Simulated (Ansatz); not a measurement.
**H2Se (singlet): the correlation ladder at distance Se1–H3 = 2.647 Å, 6-31G**

How much of the correlation energy of H2Se (singlet) does each wave-function method recover here?

Program: Ansatz 0.2.0, Gaussian basis. Level of theory: 6-31G, core rule «outside noble gas», up to 14 orbitals frozen. These are calculated values, not measurements.

Plan: UHF; CCSD(T) on RHF; CCSD(T) on UHF; BCCD(T) on RHF; CISD; CCSDT(Q) on RHF; CCSDT(Q) on UHF; CCSDTQ on RHF; CASSCF and MRCISD+Q, 2 electrons in 2 orbitals; CASSCF and NEVPT2, 2 electrons in 2 orbitals; CASSCF and MRCISD+Q, 8 electrons in 6 orbitals; CASSCF and NEVPT2, 8 electrons in 6 orbitals; Full CI.

17 further runs of the same task are left out: 16 that didn't finish, 1 set aside as unsound or not needed. Runs told in other sessions of the task aren't counted.

### 1 What is computed

The geometry derives from a PBE0/def2-TZVP stationary point (not a proven minimum). One bond is set to the value named and the two fragments are kept rigid. No spin-orbit coupling is included. The filled d shell of Se may be among the frozen orbitals whatever the setting's name suggests.

3 atoms, charge 0, spin multiplicity 1.

Atoms are counted from 1 here; the program's logs count them from 0.

Bond lengths: Se1–H2 1.467 Å.

### 2 UHF

Input file in.yaml:

```yaml
crystal:
  periodic: [false, false, false]
  atoms:
    - {symbol: Se, position_ang: [0.000000, -0.035835, -0.010494]}
    - {symbol: H, position_ang: [0.000000, 0.990663, -1.058284]}
    - {symbol: H, position_ang: [0.000000, 1.816556, 1.880342]}
basis:
  gaussian: {orbitals: 6-31G}
magnetization: {spin_polarized: true, initial_magnetization: 0}
hamiltonian: {xc: hf}
output: {orbitals: {seedname: orbitals}}
```

Started as:

```console
$ ansatz run in.yaml --threads 1 --pin off --events-out ev --progress --plain --max-ram 2393MiB
```

After this run come: CCSD(T) on RHF; CCSD(T) on UHF; BCCD(T) on RHF; CISD; CCSDT(Q) on RHF; CCSDT(Q) on UHF; CCSDTQ on RHF; CASSCF and MRCISD+Q, 2 electrons in 2 orbitals; CASSCF and NEVPT2, 2 electrons in 2 orbitals; CASSCF and MRCISD+Q, 8 electrons in 6 orbitals; CASSCF and NEVPT2, 8 electrons in 6 orbitals; Full CI.

Before running them: what should the planned runs give, taken together? Wanted: FCI from the RHF energy; RMP2 from FCI; UMP2 from FCI; RCCSD from FCI; RCCSD(T) from FCI; UCCSD(T) from FCI; RCCSDT(Q) from FCI; UCCSDT(Q) from FCI; NEVPT2 pair from FCI.

**Answer**, as computed:

| quantity | value |
| --- | --- |
| FCI from the RHF energy | -3.5429 eV |
| RMP2 from FCI | +29.12 kcal/mol |
| UMP2 from FCI | +16.12 kcal/mol |
| RCCSD from FCI | +1.85 kcal/mol |
| RCCSD(T) from FCI | +0.14 kcal/mol |
| UCCSD(T) from FCI | +0.66 kcal/mol |
| RCCSDT(Q) from FCI | 0.00 kcal/mol |
| UCCSDT(Q) from FCI | -0.01 kcal/mol |
| NEVPT2 pair from FCI | +7.52 kcal/mol |
| MRCISD+Q pair from FCI | -0.06 kcal/mol |
| NEVPT2 valence from FCI | +4.96 kcal/mol |
| levels within 1 kcal/mol (43 meV) | RCCSD(T), UCCSD(T), BCCD(T), RCCSDT, UCCSDT, RCCSDT(Q), UCCSDT(Q), RCCSDTQ, MRCISD+Q pair, MRCISD valence, MRCISD+Q valence |
| T1 diagnostic | 0.024 |
| effectively unpaired electrons | 0.83 |

What this shows: RCCSD(T) lands +0.14 kcal/mol from the yardstick (0.2 % of the correlation energy). CCSD(T) misses by +0.14 kcal/mol on the restricted determinant and by +0.66 kcal/mol on the unrestricted one; the two need not hold the same state or core. MRCISD+Q pair falls below full CI: the +Q correction isn't variational, and the cores differ from full CI's. The occupations show strong static correlation (0.8 unpaired electrons where one determinant has 0). Coupled cluster on one determinant still stays close here. Of the multireference levels listed MRCISD+Q pair comes nearest in total energy (-0.06 kcal/mol), which doesn't show that its space is the better one. These misses are within one basis, not against nature.
